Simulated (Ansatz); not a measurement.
# CaIrN2 (R-3m) in Ansatz: convergence with smearing width

Aim: find how far smearing width must go before the results for CaIrN2 settle, at r2SCAN. This setting moves, with any that are tied to it; all else stays.

Program: Ansatz 0.2.0. These are calculated values, not measurements. Logs are shortened: lines on timing, memory, paths and dates and some standing lists are left out, and cuts for length are marked.

## 1. The crystal as given

The structure is trigonal, space group R-3m (No. 166). The conventional cell has a = 3.298 Å, b = 3.298 Å, c = 15.028 Å, α = 90.00°, β = 90.00°, γ = 120.00°. Ir (site symmetry -3m) is surrounded by 6 N at 2.13 Å. Ca (site symmetry -3m) has 6 N at 2.45 Å as nearest neighbours. N (site symmetry 3m) is surrounded by 3 Ir at 2.13 Å and 3 Ca at 2.45 Å.

The cell comes from a database or a generator and needn't be the stable form of this composition.

## 2. With smearing width 0.3 eV

Contents of input.yaml:

```yaml
crystal:
  lattice:
    - [1.6488500006, 0.9519639917, 5.0094002244]
    - [-1.6488500006, 0.9519639917, 5.0094002244]
    - [0.0, -1.9039279834, 5.0094002244]
  atoms:
    - { symbol: Ir, position: [0.5, 0.5, 0.5] }
    - { symbol: Ca, position: [0.0, 0.0, 0.0] }
    - { symbol: "N", position: [0.230881, 0.230881, 0.230881] }
    - { symbol: "N", position: [0.769119, 0.769119, 0.769119] }
hamiltonian:
  xc: r2scan
  pseudopotentials: { kind: paw_fr }
magnetization:
  noncollinear: true
  spin_orbit: true
kpoints:
  mp_grid: { grid: [8, 8, 8] }
scf:
  occupations: { method: fermi_dirac, width: 0.3 }
output:
  forces: true
  stress: true
  eigenvalues: true
```

Potentials or basis: Ansatz PAW.

The run is started by

```
> ansatz run input.yaml --threads 2 --pin off --max-ram 5632MiB --backend cpu --events-out ev --progress --plain --runs-dir out
```

Log:

```text
Warning: RAYON_NUM_THREADS=2 ignored (pool sized by the plan → 2); use --threads N
basis.fft_grid_basis auto: the FFT boxes are laid along the combinations [[1, 0, -1], [0, 1, -1], [0, 0, 1]] of the cell's own vectors, 3.298, 3.298 and 5.359 Å long. The dense box has 25×25×40 points. Along the cell's own vectors, as sized, it would have 40×40×40, 2.56 times as many. Of the 12 symmetry operations that the crystal satisfies within crystal.symmetry.tolerance (time reversal apart; of a slab, those that keep its plane) the dense box along the cell's own vectors carries 12, and the one as laid loses 8 of those. basis.fft_grid_basis: typed keeps the cell's own vectors: state it where this run's energies or levels are differenced outside the engine with another run's, or held beside a run that keeps those vectors.
band count auto-derived: 50 (N_el = 37.0; filled up to band 37; 46 by the electrons, moments and atoms)
Engine: ansatz 0.2.0, aarch64-unknown-linux-gnu
Pseudopotentials: kind: paw_fr
Pseudopotential: Ir, paw_fr, valence charge 17, recommended cutoff 500 eV (meta_gga), Ir.paw.azcp#standard-fr
Pseudopotential: Ca, paw_fr, valence charge 10, recommended cutoff 500 eV (meta_gga), Ca.paw.azcp#standard-fr
Pseudopotential: N, paw_fr, valence charge 5, recommended cutoff 500 eV (meta_gga), N.paw.azcp#standard-fr
Functional definition: r2SCAN
  parameter k0 = 0.174
  parameter k1 = 0.065
[... 62 lines left out ...]
  E_vtau       = 41.606066  (kinetic-family band-sum trace: ∫τ·v_τ [+ j·A + Jᵃ·Aᵃ] dr)
  E_ewald      = -3457.801273
  E_core_change = -0.613146  (= ΣΔE_core)
  E_smearing   = -0.499947  (= −TS)
  E_closure    = -0.000000  (closes the sum)
  Σ components = -14516.395446   (vs F -14516.395446, Δ=0.00e0)
--- Forces (eV/Å), atoms counted from 1 ---
  atom   1  Ir     0.00000000     0.00000000     0.00000000
  atom   2  Ca    -0.00000000     0.00000000    -0.00000000
  atom   3  N      0.00000000     0.00000000     0.15834978
  atom   4  N     -0.00000000    -0.00000000    -0.15834978
  max |Σ_I F_I| component: 8.28e-29 eV/Å
--- Stress (GPa, compression-positive) ---
       -4.934909       0.000000      -0.000000
        0.000000      -4.934909      -0.000000
       -0.000000      -0.000000      -1.700623
  P = ⅓ Tr σ = -3.8568 GPa (-38.568 kbar)
--- Band table (eV; the first three rows and the last of 65) ---
  k-point 0: bands = ["-79.6295", "-79.6295", "-45.7887", "-45.7887", "-32.3977", "-32.3977", "-32.3783", "-32.3783", "-26.3786", "-26.3786", "-6.8936", "-6.8936", "-6.3699", "-6.3699", "-6.1806", "-6.1806", "-2.1280", "-2.1280", "1.0888", "1.0888", "8.0019", "8.0019", "8.0442", "8.0442", "8.3436", "8.3436", "12.1688", "12.1688", "12.3684", "12.3684", "13.4026", "13.4026", "13.5745", "13.5745", "13.8374", "13.8374", "14.5605", "14.5605", "18.0028", "18.0028", "18.2630", "18.2630", "18.9561", "18.9561", "20.7315", "20.7315", "20.7872", "20.7872", "20.8941", "20.8941"]
  k-point 1: bands = ["-79.6291", "-79.6291", "-45.7908", "-45.7908", "-32.4096", "-32.4096", "-32.3796", "-32.3796", "-26.3654", "-26.3654", "-6.8772", "-6.8772", "-6.4390", "-6.4390", "-6.2425", "-6.2425", "-1.8613", "-1.8613", "0.8519", "0.8519", "8.1801", "8.1801", "8.3316", "8.3316", "8.6079", "8.6079", "11.4036", "11.4036", "11.7960", "11.7960", "12.9928", "12.9928", "13.8980", "13.8980", "13.9465", "13.9465", "14.9897", "14.9897", "17.9156", "17.9156", "18.2407", "18.2407", "19.3342", "19.3342", "20.2300", "20.2300", "20.8871", "20.8871", "21.1593", "21.1593"]
  k-point 2: bands = ["-79.6281", "-79.6281", "-45.7960", "-45.7960", "-32.4398", "-32.4398", "-32.3813", "-32.3813", "-26.3335", "-26.3335", "-6.8897", "-6.8897", "-6.5960", "-6.5960", "-6.3222", "-6.3222", "-1.2171", "-1.2171", "0.3935", "0.3935", "8.4971", "8.4971", "8.8563", "8.8563", "9.2584", "9.2584", "10.0180", "10.0180", "11.2637", "11.2637", "12.5917", "12.5917", "13.9209", "13.9209", "14.1768", "14.1768", "15.1081", "15.1081", "17.4644", "17.4644", "18.4345", "18.4345", "19.2703", "19.2703", "20.2921", "20.2921", "21.3113", "21.3113", "21.7393", "21.7393"]
  k-point 64: bands = ["-79.6295", "-79.6295", "-45.7887", "-45.7887", "-32.3977", "-32.3977", "-32.3791", "-32.3791", "-26.3756", "-26.3756", "-7.0075", "-7.0075", "-6.3875", "-6.3875", "-6.1825", "-6.1825", "-1.4970", "-1.4970", "0.4143", "0.4143", "8.1209", "8.1209", "8.4248", "8.4248", "9.2192", "9.2192", "11.9825", "11.9825", "12.3172", "12.3172", "12.5030", "12.5030", "12.8210", "12.8210", "12.9618", "12.9618", "14.5964", "14.5964", "18.3290", "18.3290", "19.3668", "19.3668", "19.7595", "19.7595", "20.2275", "20.2275", "20.2374", "20.2374", "21.5303", "21.5303"]
```

Run time: 43 s. Hardware: 2 threads of Arm Neoverse V1, shared host; peak memory 0.74 GiB.

Results:

| Quantity | Value |
| --- | --- |
| Free energy | -14516.3954 eV |
| Pressure | -3.9 GPa |
| Largest force | 0.158 eV/Å |
| Band gap on the k mesh | none (metal or under the smearing width) |

## 3. With smearing width 0.2 eV

Edit input.yaml of step 2 so:

```diff
@@ -19,3 +19,3 @@
 scf:
-  occupations: { method: fermi_dirac, width: 0.3 }
+  occupations: { method: fermi_dirac, width: 0.2 }
 output:
```

Potentials or basis: Ansatz PAW.

The run is started by

```
> ansatz run input.yaml --threads 2 --pin off --max-ram 5632MiB --backend cpu --events-out ev --progress --plain --runs-dir out
```

Wall time 40 s (2 threads of Arm Neoverse V1, shared host); peak memory 0.73 GiB.

What came out:

| Item | Value |
| --- | --- |
| Free energy | -14516.2478 eV |
| Pressure | -4.2 GPa |
| Largest force | 0.119 eV/Å |
| Band gap on the k mesh | none (metal or under the smearing width) |

## 4. With smearing width 0.15 eV

Edit input.yaml of step 3 so:

```diff
@@ -19,3 +19,3 @@
 scf:
-  occupations: { method: fermi_dirac, width: 0.2 }
+  occupations: { method: fermi_dirac, width: 0.15 }
 output:
```

The run is started by

```
> ansatz run input.yaml --threads 2 --pin off --max-ram 5632MiB --backend cpu --events-out ev --progress --plain --runs-dir out
```

Wall time 39 s (2 threads of Arm Neoverse V1, shared host); peak memory 0.72 GiB.

Results:

* Free energy: -14516.1904 eV
* Pressure: -4.4 GPa
* Largest force: 0.098 eV/Å
* Band gap on the k mesh: none (metal or under the smearing width)

## 5. With smearing width 0.1 eV

Edit input.yaml of step 4 so:

```diff
@@ -19,3 +19,3 @@
 scf:
-  occupations: { method: fermi_dirac, width: 0.15 }
+  occupations: { method: fermi_dirac, width: 0.1 }
 output:
```

The run is started by

```
> ansatz run input.yaml --threads 2 --pin off --max-ram 5632MiB --backend cpu --events-out ev --progress --plain --runs-dir out
```

Wall time 38 s (2 threads of Arm Neoverse V1, shared host); peak memory 0.72 GiB.

Results:

```
Free energy            : -14516.1467 eV
Pressure               : -4.5 GPa
Largest force          : 0.079 eV/Å
Band gap on the k mesh : none (metal or under the smearing width)
```

## 6. With smearing width 0.05 eV

Edit input.yaml of step 5 so:

```diff
@@ -19,3 +19,3 @@
 scf:
-  occupations: { method: fermi_dirac, width: 0.1 }
+  occupations: { method: fermi_dirac, width: 0.05 }
 output:
```

Potentials or basis: Ansatz PAW.

The run is started by

```
> ansatz run input.yaml --threads 2 --pin off --max-ram 5632MiB --backend cpu --events-out ev --progress --plain --runs-dir out
```

Wall time 38 s (2 threads of Arm Neoverse V1, shared host); peak memory 0.72 GiB.

It converged, with:

* Free energy: -14516.1201 eV
* Pressure: -4.7 GPa
* Largest force: 0.064 eV/Å
* Band gap on the k mesh: none (metal or under the smearing width)

## 7. With smearing width 0.025 eV

Edit input.yaml of step 6 so:

```diff
@@ -19,3 +19,3 @@
 scf:
-  occupations: { method: fermi_dirac, width: 0.05 }
+  occupations: { method: fermi_dirac, width: 0.025 }
 output:
```

The run is started by

```
> ansatz run input.yaml --threads 2 --pin off --max-ram 5632MiB --backend cpu --events-out ev --progress --plain --runs-dir out
```

Run time: 39 s. Hardware: 2 threads of Arm Neoverse V1, shared host; peak memory 0.72 GiB.

Results (log left out):

| Quantity | Value |
| --- | --- |
| Free energy | -14516.1141 eV |
| Pressure | -4.7 GPa |
| Largest force | 0.059 eV/Å |
| Band gap on the k mesh | none (metal or under the smearing width) |

## 8. With smearing width 0.01 eV

Edit input.yaml of step 7 so:

```diff
@@ -19,3 +19,3 @@
 scf:
-  occupations: { method: fermi_dirac, width: 0.025 }
+  occupations: { method: fermi_dirac, width: 0.01 }
 output:
```

The run is started by

```
> ansatz run input.yaml --threads 2 --pin off --max-ram 5632MiB --backend cpu --events-out ev --progress --plain --runs-dir out
```

Run time: 39 s. Hardware: 2 threads of Arm Neoverse V1, shared host; peak memory 0.72 GiB.

It converged, with:

```
Free energy            : -14516.1127 eV
Pressure               : -4.7 GPa
Largest force          : 0.056 eV/Å
Band gap on the k mesh : none (metal or under the smearing width)
```

## 9. With smearing width 0.005 eV

Edit input.yaml of step 8 so:

```diff
@@ -19,3 +19,3 @@
 scf:
-  occupations: { method: fermi_dirac, width: 0.01 }
+  occupations: { method: fermi_dirac, width: 0.005 }
 output:
```

Potentials or basis: Ansatz PAW.

The run is started by

```
> ansatz run input.yaml --threads 2 --pin off --max-ram 5632MiB --backend cpu --events-out ev --progress --plain --runs-dir out
```

It took 36 s on 2 threads of Arm Neoverse V1, shared host; peak memory 0.72 GiB.

The run converged. Its results:

* Free energy: -14516.1126 eV
* Pressure: -4.7 GPa
* Largest force: 0.054 eV/Å
* Band gap on the k mesh: none (metal or under the smearing width)

## 10. Result

| smearing width | energy less the tightest run, at zero smearing (meV/atom) | pressure (GPa) | largest force (eV/Å) | SCF cycles | CPU time (s) | peak memory (GiB) |
| --- | --- | --- | --- | --- | --- | --- |
| 0.3 eV | -8.24 | -3.86 | 0.158 | 10 | 86 | 0.74 |
| 0.2 eV | -2.09 | -4.24 | 0.119 | 10 | 80 | 0.73 |
| 0.15 eV | -0.35 | -4.40 | 0.098 | 10 | 78 | 0.72 |
| 0.1 eV | 0.40 | -4.55 | 0.079 | 10 | 76 | 0.72 |
| 0.05 eV | 0.23 | -4.67 | 0.064 | 10 | 75 | 0.72 |
| 0.025 eV | 0.06 | -4.71 | 0.059 | 10 | 77 | 0.72 |
| 0.01 eV | 0.00 | -4.72 | 0.056 | 10 | 77 | 0.72 |
| 0.005 eV | 0.00 | -4.72 | 0.054 | 9 | 71 | 0.72 |

Against the tightest run, the energy stays within 1 meV/atom from 0.15 eV on; the pressure stays within 0.1 GPa from 0.05 eV on; the largest force stays within 0.005 eV/Å from 0.025 eV on. Narrower smearing needs a denser k mesh, so at a fixed mesh the narrowest width isn't the most accurate. The tightest run that finished is the yardstick and may itself not be fully converged.

Caveats: the PAW data sets come from PBE, with cores solved anew for the run's functional, which leaves a small shift of forces and pressure.
